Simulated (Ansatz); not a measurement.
# HF/STO-3G run of C2H5BO (SMILES B1CCO1)

What is the vertical ionisation energy of C2H5BO at HF/STO-3G? 

The results are computed with Ansatz 0.2.0.

68 further runs of the same task are left out: 68 set aside as unsound or not needed.

### Step 1. The molecule

C2H5BO has 9 atoms, charge 0, and is taken as a singlet. As SMILES, `B1CCO1`. The shape is that of a PBE0-D4/def2-TZVP optimisation.

Bond lengths: B1–C2 1.580 Å, C2–C3 1.533 Å, B1–O4 1.364 Å, C3–O4 1.455 Å, B1–H5 1.195 Å, C2–H6 1.091 Å, C2–H7 1.091 Å, C3–H8 1.092 Å, C3–H9 1.092 Å. Some angles: B1–C2–C3 80.2°, C2–B1–O4 95.4°, C2–C3–O4 93.7°, B1–O4–C3 90.7°, B1–C2–H6 117.4°, B1–C2–H7 117.4°, C3–C2–H6 115.4°, C3–C2–H7 115.4°, C2–B1–H5 139.9°, O4–B1–H5 124.7°.

### Step 2. The energy at HF/STO-3G

The input, job.yaml:

```yaml
crystal:
  periodic: [false, false, false]
  atoms:
    - symbol: B
      position_ang: [-0.402600, 0.301700, -1.082000]
    - symbol: C
      position_ang: [0.506000, 0.617000, 0.171000]
    - symbol: C
      position_ang: [-0.098600, -0.719600, 0.617700]
    - symbol: O
      position_ang: [-0.884800, -0.878500, -0.596200]
    - symbol: H
      position_ang: [-0.697000, 0.772800, -2.139500]
    - symbol: H
      position_ang: [0.236300, 1.479000, 0.782200]
    - symbol: H
      position_ang: [1.586200, 0.614100, 0.021000]
    - symbol: H
      position_ang: [-0.757600, -0.681300, 1.487200]
    - symbol: H
      position_ang: [0.600600, -1.551500, 0.721500]
basis:
  gaussian: {orbitals: STO-3G}
hamiltonian: {xc: hf}
accuracy: high
output: {orbitals: {seedname: orbitals}}
```

Run with:

```sh
$ ansatz run job.yaml --threads 1 --pin off --max-ram 3480MiB --events-out events.jsonl --progress --plain --runs-dir runs
```

Standard output:

```text
Warning: RAYON_NUM_THREADS=1 ignored (pool sized by the plan → 1); use --threads N
Functional definition: HF
  name "HF"
  exchange = exact_x
  correlation = 0
523 factors; integrals over basis functions are off by at most 1.2e-8 eV
mean field evaluation 1: about -4786.0132 eV, gradient 2.4e1 eV
mean field evaluation 2: about -4786.1939 eV, gradient 2.4e1 eV
mean field evaluation 4: about -4788.3039 eV, gradient 1.9e0 eV
mean field evaluation 8: about -4788.3174 eV, gradient 3.2e-2 eV
mean field -4788.31738995 eV, -175.9674184427 hartree, gradient 7.8e-9 eV, S^2 0.000000; 0 other end points of the search recorded, 0 dependent functions left out
reference -4788.31738995 eV, -175.9674184427 hartree; 15, 15 occupied and 10, 10 virtual orbitals, 523 factors
Total energy: -4788.31738995 eV, -175.9674184427 hartree
```

Wall time 0.16 s (1 thread of Arm Neoverse V2, shared host).

### Step 3. The doublet cation at the same level

The input, job.yaml:

```yaml
crystal:
  periodic: [false, false, false]
  atoms:
    - {symbol: B, position_ang: [-0.402600, 0.301700, -1.082000]}
    - {symbol: C, position_ang: [0.506000, 0.617000, 0.171000]}
    - {symbol: C, position_ang: [-0.098600, -0.719600, 0.617700]}
    - {symbol: O, position_ang: [-0.884800, -0.878500, -0.596200]}
    - {symbol: H, position_ang: [-0.697000, 0.772800, -2.139500]}
    - {symbol: H, position_ang: [0.236300, 1.479000, 0.782200]}
    - {symbol: H, position_ang: [1.586200, 0.614100, 0.021000]}
    - {symbol: H, position_ang: [-0.757600, -0.681300, 1.487200]}
    - {symbol: H, position_ang: [0.600600, -1.551500, 0.721500]}
basis:
  gaussian:
    orbitals: STO-3G
magnetization:
  spin_polarized: true
  initial_magnetization: 1
total_charge: 1
accuracy: high
output: {orbitals: {seedname: orbitals}}
hamiltonian:
  xc: hf
```

Run with:

```sh
$ ansatz run job.yaml --threads 1 --pin off --max-ram 3480MiB --events-out events.jsonl --progress --plain --runs-dir runs
```

Standard output:

```text
Warning: RAYON_NUM_THREADS=1 ignored (pool sized by the plan → 1); use --threads N
[... 4 set-up lines as earlier in the session ...]
522 factors; integrals over basis functions are off by at most 1.2e-8 eV
mean field evaluation 1: about -4774.9637 eV, gradient 2.3e1 eV
mean field evaluation 2: about -4775.1302 eV, gradient 2.3e1 eV
mean field evaluation 4: about -4778.9844 eV, gradient 2.1e0 eV
mean field evaluation 8: about -4779.0849 eV, gradient 3.9e-1 eV
mean field evaluation 16: about -4780.1413 eV, gradient 2.4e0 eV
mean field evaluation 32: about -4780.1046 eV, gradient 4.3e-1 eV
mean field evaluation 64: about -4779.0697 eV, gradient 3.9e-1 eV
mean field evaluation 96: about -4774.9135 eV, gradient 1.1e1 eV
mean field -4780.27557427 eV, -175.6718871674 hartree, gradient 1.7e-8 eV, S^2 0.757048; 3 other end points of the search recorded, 0 dependent functions left out
reference -4780.27557427 eV, -175.6718871674 hartree; 15, 14 occupied and 10, 11 virtual orbitals, 522 factors
Total energy: -4780.27557427 eV, -175.6718871674 hartree
```

Wall time 0.4 s (1 thread of Arm Neoverse V2, shared host).

### Step 4. Results

At HF/STO-3G:

| quantity | value |
| --- | --- |
| singlet C2H5BO: total energy | -175.96742 Eh |
| singlet C2H5BO: HOMO energy | -10.05 eV |
| singlet C2H5BO: LUMO energy | 8.11 eV |
| singlet C2H5BO: HOMO–LUMO gap | 18.16 eV |
| doublet cation: total energy | -175.67189 Eh |
| doublet cation: HOMO energy (highest over α and β) | -18.13 eV |
| doublet cation: LUMO energy (lowest over α and β) | -6.13 eV |
| doublet cation: ⟨S²⟩ | 0.757 |
| vertical ionisation energy (to the doublet cation) | 8.042 eV |

In words: Removing an electron at fixed nuclei costs 8.04 eV (776 kJ/mol). −ε(HOMO) before ionisation, 10.05 eV, is 2.01 eV above this ionisation energy. In a minimal basis such a difference can be off by several eV, whatever the method.
